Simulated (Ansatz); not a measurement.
This was printed by a script on Ansatz 0.2.0, Python API, for a calculation of the elastic constants of Al₃Cu, space group P4/mmm. What did the script look like? Level of theory (first run): r2SCAN, PAW, the default cutoff (500 eV here), 16×16×6 k-points, Fermi-Dirac smearing of 0.1 eV.

```
Al Cu
1.0
     2.77841    0.00000    0.00000
     0.00000    2.77841    0.00000
     0.00000    0.00000    7.51340
Al Cu
3 1
Cartesian
  0.0000 0.0000 3.7567
  1.3892 1.3892 1.6989
  1.3892 1.3892 5.8145
  0.0000 0.0000 0.0000
```

Output of `python al3cu.py`:
```text
DeckWarning: basis.ecutwfc = 500 eV, auto-derived from the records' recommended cutoffs: set by Al (their level for a meta-GGA)
relaxed volume 58.412 A^3
[[150.  115.   66.8   0.    0.    0. ]
 [115.  150.   66.8   0.    0.    0. ]
 [ 66.8  66.8 187.9   0.    0.    0. ]
 [  0.    0.    0.   59.5   0.    0. ]
 [  0.    0.    0.    0.   59.5   0. ]
 [  0.    0.    0.    0.    0.   43.4]]
Voigt stress of the unstrained cell (GPa, tension positive): [0.015 0.015 0.039 0.    0.    0.   ]
smallest eigenvalue of C: 35.0 GPa; stable: True
K = 109.4, G = 43.5, E = 115.2 GPa, Poisson ratio 0.325, K/G = 2.52
```
(Warnings from the package without file and line.)

One script that gives this output:

`al3cu.py`
```python
"""Elastic constants of Al3Cu."""

from dataclasses import replace

import ansatz as az
import numpy as np

FUNCTIONAL = "r2scan"
KMESH = (16, 16, 6)

crystal = (
    az.Lattice.from_parameters(2.778405, 2.778405, 7.513403, alpha=90.0, beta=90.0, gamma=90.0)
    .atom("Al", [0.0, 0.0, 0.5])
    .atom("Al", [0.5, 0.5, 0.226116])
    .atom("Al", [0.5, 0.5, 0.773884])
    .atom("Cu", [0.0, 0.0, 0.0])
)

setup = (
    crystal.calculation()
    .functional(FUNCTIONAL)
    .occupations(az.OccupationsMethod.FERMI_DIRAC)  # smearing steadies the SCF of a metal
    .kpoints(*KMESH)
)
# first bring the cell to zero stress
rest = setup.relax(cell=True).run().lattice
relaxed = az.Crystal(lattice=az.Lattice.of(rest.cell_ang))
for site in rest.sites:
    relaxed = relaxed.atom(site.symbol, site.position_frac)
setup = replace(setup, crystal=relaxed)
print("relaxed volume {:.3f} A^3".format(abs(np.linalg.det(rest.cell_ang))))
res = setup.elastic("clamped_ion").run()
elastic = res.elastic

print(np.array2string(np.round(elastic.c_gpa, 1) + 0.0, suppress_small=True))
print("Voigt stress of the unstrained cell (GPa, tension positive):", np.round(elastic.sigma0_gpa, 3) + 0.0)
print("smallest eigenvalue of C:", round(elastic.stability.min_eigenvalue_gpa, 1), "GPa; stable:", elastic.stability.stable)
# averaged moduli need a positive definite tensor
if elastic.stability.min_eigenvalue_gpa > 0:
    m = elastic.moduli
    print(f"K = {m.k_hill_gpa:.1f}, G = {m.g_hill_gpa:.1f}, E = {m.youngs_gpa:.1f} GPa, Poisson ratio {m.poisson:.3f}, K/G = {m.k_hill_gpa / m.g_hill_gpa:.2f}")
```

Caveats:
- A positive definite tensor excludes instabilities under uniform strain alone; phonons elsewhere in the zone can still be imaginary.
- These are clamped-ion constants: where atoms have free coordinates under strain, the relaxed-ion ones can be far smaller or negative, so this tensor doesn't settle whether the crystal is stable.
- The structure comes from a database of computed cells and needn't be a stable or known phase.
- Shear constants of a metal converge slowly with the k-point mesh and can be wrong in sign on a coarse one; the constants belong to the cell that was strained.
- The whole script took 15 min on 1 thread of Arm Neoverse V1, with other jobs on the host, peak memory 1.1 GiB.

(A comment or docstring line of the script was reworded after the run, the code is as it ran; lines on the test bed's own set-up are left out of the output.)
